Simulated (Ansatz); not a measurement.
**C2H5FS2Si: one species, many methods**

Aim: compute C2H5FS2Si with functionals from several rungs and with coupled cluster, and see how far each lands from CCSD(T) at the basis-set limit for the atomisation energy.

Computed with Ansatz 0.2.0, Gaussian basis. Level: functionals in def2-TZVPP, the program's frozen cores in correlated methods.

Plan: PBE-D4, r2SCAN-D4, PBE0-D4, B3LYP-D4, ωB97X-V, ωB97M-V, B2PLYP; CCSD(T)/def2-TZVPP; MP2/def2-QZVPP; extrapolation to the limit.

## 1. The relaxed structure

The geometry comes from an earlier relaxation with PBE0-D4/def2-TZVP; it is a stationary point, not always the lowest conformer.

SMILES `F/C=C(\[SiH3])SS`, 11 atoms, charge 0, spin multiplicity 1.

Atoms are counted from 1 here; the program's logs count them from 0.

Bond lengths: F1–C2 1.330 Å, C2–C3 1.329 Å, C2–H7 1.086 Å, C3–Si4 1.868 Å, C3–S5 1.770 Å, Si4–H8 1.483 Å, Si4–H9 1.485 Å, Si4–H10 1.484 Å, S5–S6 2.049 Å, S6–H11 1.347 Å. Angles: F1–C2–C3 122.3°, F1–C2–H7 112.4°, C3–C2–H7 125.2°, C2–C3–Si4 126.1°, C2–C3–S5 114.9°, Si4–C3–S5 118.7°, C3–Si4–H8 111.2°, C3–Si4–H9 108.9°, C3–Si4–H10 108.0°, H8–Si4–H9 110.0°, H8–Si4–H10 109.9°, H9–Si4–H10 108.8°, C3–S5–S6 104.2°, S5–S6–H11 98.8°.

## 2. PBE-D4 (GGA)

The input, in.yaml:

```yaml
crystal:
  periodic: [false, false, false]
  atoms:
    - {symbol: F, position_ang: [-1.177742, -1.374883, -1.974689]}
    - {symbol: C, position_ang: [-0.942043, -0.133727, -1.557516]}
    - {symbol: C, position_ang: [-0.122205, 0.132194, -0.546171]}
    - {symbol: Si, position_ang: [0.833185, -1.121696, 0.456368]}
    - {symbol: S, position_ang: [0.180297, 1.853310, -0.264715]}
    - {symbol: S, position_ang: [-0.771468, 2.248390, 1.505840]}
    - {symbol: H, position_ang: [-1.480963, 0.608282, -2.139143]}
    - {symbol: H, position_ang: [0.255527, -2.479153, 0.307205]}
    - {symbol: H, position_ang: [2.248500, -1.118855, 0.006339]}
    - {symbol: H, position_ang: [0.783176, -0.706353, 1.880228]}
    - {symbol: H, position_ang: [0.259035, 2.035492, 2.346854]}
basis:
  gaussian: {orbitals: def2-TZVPP}
hamiltonian: {xc: pbe, dispersion: d4}
output: {forces: true, orbitals: {seedname: orbitals}}
```

The run is started by

```sh
$ ansatz run in.yaml --threads 4 --pin off --events-out ev --progress --plain --max-ram 10444MiB
```

After this run come: r2SCAN-D4 (meta-GGA); PBE0-D4 (hybrid); B3LYP-D4 (hybrid); ωB97X-V (range-separated); ωB97M-V (range-separated); B2PLYP (double hybrid); CCSD(T) in def2-TZVPP; MP2 in def2-QZVPP.

Q: Predict the results of all the runs planned. Wanted: atomisation energy, CCSD(T)/CBS; farthest; mean size of error, hybrid; mean size of error, range-separated; gap, smallest and largest; T1 diagnostic; triples share of the correlation energy.

As calculated:

```
                               quantity                                 value
        atomisation energy, CCSD(T)/CBS                        905.2 kcal/mol
functionals within 4.5 kcal/mol (0.5 %)                              B3LYP-D4
                               farthest               PBE-D4 (+27.8 kcal/mol)
             mean size of error, hybrid                          3.1 kcal/mol
    mean size of error, range-separated                          6.6 kcal/mol
              gap, smallest and largest  3.72 eV (PBE-D4), 10.36 eV (ωB97X-V)
                          T1 diagnostic                                0.0133
triples share of the correlation energy                                 4.3 %
```

**Reading.** PBE-D4 misses by +27.8 kcal/mol, or 2.8 kcal/mol for each of 10 bonds. Double hybrids carry the basis error of their MP2 part in triple zeta, and no dispersion term here, so their miss is partly the set-up's. The reference freezes the cores and leaves out relativity and excitations past (T), so misses under about 4.5 kcal/mol can't be ranked. Hartree-Fock recovers 70 % of the binding; the rest is correlation. Orbital gaps span 3.7 to 10.4 eV; exact exchange widens them.
